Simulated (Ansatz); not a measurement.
# AlBrClF2H: the cost of one run

The runs use Ansatz 0.2.0, Gaussian basis; PBE0-D4/def2-SVP.

### Step 1. Where the work starts

The start, a first-order saddle point found at PBE0-D4 in triple zeta: 6 atoms, charge 0, spin multiplicity 1.

Atoms are counted from 1 here; the program's logs count them from 0.

Bond lengths: Al1–Br2 2.435 Å, Al1–F3 1.636 Å, Al1–F4 1.636 Å, Al1–Cl6 2.232 Å, Br2–H5 1.672 Å, H5–Cl6 1.628 Å. Angles: Br2–Al1–F3 110.5°, Br2–Al1–F4 110.5°, Br2–Al1–Cl6 85.1°, F3–Al1–F4 121.0°, F3–Al1–Cl6 112.0°, F4–Al1–Cl6 112.0°, Al1–Br2–H5 61.3°, Br2–H5–Cl6 146.4°, Al1–Cl6–H5 67.2°.

Coordinates:

```
Al   -0.5275   -0.1629   -0.3822
Br    1.6556   -1.0187    0.2746
F    -0.5293    0.2493   -1.9657
F    -1.7200   -1.0891    0.2483
H     1.1513    0.4512    0.8920
Cl   -0.0301    1.5702    0.9331
```

### Step 2. The run

Contents of md/in.yaml:

```yaml
crystal:
  periodic: [false, false, false]
  atoms:
    - {symbol: Al, position_ang: [-0.527525, -0.162938, -0.382182]}
    - {symbol: Br, position_ang: [1.655621, -1.018722, 0.274590]}
    - {symbol: F, position_ang: [-0.529323, 0.249302, -1.965653]}
    - {symbol: F, position_ang: [-1.720018, -1.089088, 0.248317]}
    - {symbol: H, position_ang: [1.151265, 0.451214, 0.891958]}
    - {symbol: Cl, position_ang: [-0.030119, 1.570231, 0.933070]}
basis:
  gaussian: {orbitals: def2-SVP}
hamiltonian: {xc: pbe0, dispersion: d4}
md: {n_steps: 30, timestep: 0.5, temperature: 200, ensemble: nve, seed: 755, initial_velocities: maxwell_boltzmann}
```

On the command line:

```
> ansatz run in.yaml --threads 4 --pin off --events-out ev --progress --plain --max-ram 9574MiB
```

**Question.** How long does this run take on 4 threads of Arm Neoverse V2, shared host?

About 44 s.
